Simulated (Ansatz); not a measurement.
Ta3AsAu2O13 in Ansatz: convergence with k mesh

Input of the first run (k mesh 2 × 2 × 1); the others differ in this setting and in those tied to it:

input.yaml

```yaml
crystal:
  lattice:
    - [6.4303, -1.94333, -0.00483]
    - [6.4303, 1.94333, -0.00483]
    - [-2.54785, 0.0, 10.68617]
  atoms:
    - { symbol: Ta, position: [0.42174, 0.42174, 0.35289] }
    - { symbol: Ta, position: [0.60514, 0.60514, 0.67616] }
    - { symbol: Ta, position: [0.33575, 0.33575, 0.98865] }
    - { symbol: As, position: [0.62199, 0.62199, 0.00347] }
    - { symbol: Au, position: [0.71608, 0.71608, 0.3478] }
    - { symbol: Au, position: [0.30523, 0.30523, 0.63263] }
    - { symbol: O, position: [0.69967, 0.69967, 0.15479] }
    - { symbol: O, position: [0.56266, 0.56266, 0.34673] }
    - { symbol: O, position: [0.27377, 0.27377, 0.44492] }
    - { symbol: O, position: [0.32994, 0.32994, 0.81777] }
    - { symbol: O, position: [0.48263, 0.48263, 0.55126] }
    - { symbol: O, position: [0.75351, 0.75351, 0.62745] }
    - { symbol: O, position: [0.36278, 0.36278, 0.18289] }
    - { symbol: O, position: [0.87969, 0.87969, 0.36594] }
    - { symbol: O, position: [0.57427, 0.57427, 0.83568] }
    - { symbol: O, position: [0.11671, 0.11671, 0.67068] }
    - { symbol: O, position: [0.49325, 0.49325, 0.03078] }
    - { symbol: O, position: [0.16601, 0.16601, 0.98717] }
    - { symbol: O, position: [0.79918, 0.79918, 0.98234] }
hamiltonian:
  xc: pbe
  pseudopotentials: { kind: paw }
kpoints:
  mp_grid: { grid: [2, 2, 1] }
scf:
  occupations: { method: fermi_dirac, width: 0.05 }
output:
  forces: true
  stress: true
  eigenvalues: true
```

Potentials or basis: Ansatz PAW.

The run is started by

```sh
$ ansatz run input.yaml --threads 8 --pin off --max-ram 20480MiB --backend cpu --events-out ev --progress --plain --runs-dir out
```

The cell was built by a generator and needn't be a form met in nature.

Hardware: 8 threads of Arm Neoverse V2, with other jobs on the host.

Q: The values tried are 2 × 2 × 1, 3 × 3 × 1, 4 × 4 × 2, 5 × 5 × 2, 7 × 7 × 3, 8 × 8 × 3, 10 × 10 × 4, 12 × 12 × 4, loosest first. From which on does the energy stay within 1 meV/atom of the tightest run that finished?

A: From 5 × 5 × 2 on.

```csv
k mesh,"energy less the tightest run, at zero smearing (meV/atom)",pressure (GPa),largest force (eV/Å),SCF cycles,CPU time (s),peak memory (GiB)
2 × 2 × 1,22.36,0.02,1.256,17,11,0.76
3 × 3 × 1,9.01,0.02,0.257,15,22,0.87
4 × 4 × 2,2.15,0.06,0.060,16,57,1.4
5 × 5 × 2,0.93,0.04,0.042,14,80,1.5
7 × 7 × 3,0.18,0.03,0.012,12,180,1.8
8 × 8 × 3,0.09,0.03,0.012,13,240,2
10 × 10 × 4,0.02,0.03,0.013,13,490,2.8
12 × 12 × 4,0.00,0.03,0.013,13,720,3.4
```

Against the tightest run, the pressure stays within 0.1 GPa from 2 × 2 × 1 on; the largest force stays within 0.005 eV/Å from 7 × 7 × 3 on. Meshes of other sizes hit other points, so gaps and Fermi surfaces needn't settle smoothly. The tightest run that finished is the yardstick and may itself not be fully converged.

Caveat, for the tightest run too: the pressure holds a Pulay correction of +0.6 GPa for the finite cutoff. The run has no spin-orbit coupling, so splittings on Au, Ta are missing.
